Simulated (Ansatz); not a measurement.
# Be (Beryllium): the cost of one run

Program: Ansatz 0.2.0. Level of theory: DFT r2SCAN, scalar-relativistic, plane waves, PAW. These are calculated values, not measurements.

1 further run of the same task is left out (set aside as unsound or not needed).

### Step 1. The system as given

The structure is hexagonal, space group P6_3/mmc (No. 194). Conventional cell: a = 2.262 Å, b = 2.262 Å, c = 3.569 Å, α = 90.00°, β = 90.00°, γ = 120.00°. Around Be (site symmetry -6m2) lie 12 Be at 2.21 to 2.26 Å.

Coordinates:

```cif
data_structure
_symmetry_space_group_name_H-M 'P 1'
_symmetry_Int_Tables_number 1
_cell_length_a 2.2617
_cell_length_b 2.2617
_cell_length_c 3.5692
_cell_angle_alpha 90.000
_cell_angle_beta 90.000
_cell_angle_gamma 120.000
_cell_volume 15.81
loop_
_atom_site_label
_atom_site_type_symbol
_atom_site_fract_x
_atom_site_fract_y
_atom_site_fract_z
_atom_site_occupancy
Be1 Be 0.33333 0.66667 0.25000 1
Be2 Be 0.66667 0.33333 0.75000 1
```

It is the result of an earlier relaxation at this level (volume 7.91 Å³/atom; gap on the mesh: none (metal)).

### Step 2. Static run: bands, density of states and charges

input.yaml

```yaml
crystal:
  lattice:
    - [2.2616611072, 0.0, 0.0]
    - [-1.1308305536, 1.9586559735, 0.0]
    - [0.0, 0.0, 3.5691603058]
  atoms:
    - { symbol: Be, position: [0.3333333333, 0.6666666667, 0.25] }
    - { symbol: Be, position: [0.6666666667, 0.3333333333, 0.75] }
basis:
  ecutwfc: 500
kpoints:
  mp_grid: { grid: [21, 21, 12] }
  band_path:
    path:
      - [[0.0, 0.0, 0.0], [0.5, 0.0, 0.0], [0.33333333, 0.33333333, 0.0], [0.0, 0.0, 0.0], [0.0, 0.0, 0.5], [0.5, 0.0, 0.5], [0.33333333, 0.33333333, 0.5], [0.0, 0.0, 0.5]]
      - [[0.5, 0.0, 0.5], [0.5, 0.0, 0.0]]
      - [[0.33333333, 0.33333333, 0.5], [0.33333333, 0.33333333, 0.0]]
    npoints: 14
hamiltonian:
  xc: r2scan
scf:
  occupations: { method: gaussian, width: 0.1 }
  n_extra_bands: 6
output:
  forces: true
  stress: true
  eigenvalues: true
  populations: true
  dos: { projected: true, de: 0.02, nscf_kmesh: { grid: [32, 32, 18] } }
  bader: true
  write_density: true
  write_potential: true
  elf: true
  volumetric_format: npy
```

Started as:

```console
ansatz run input.yaml --threads 1 --pin off --max-ram 2560MiB --backend cpu --events-out ev --progress --plain --runs-dir out
```

Q: Estimate wall time and peak memory on 1 thread of AMD EPYC 9R45 (Zen 5), shared host.

About 53 s, with a peak of 0.43 GiB.
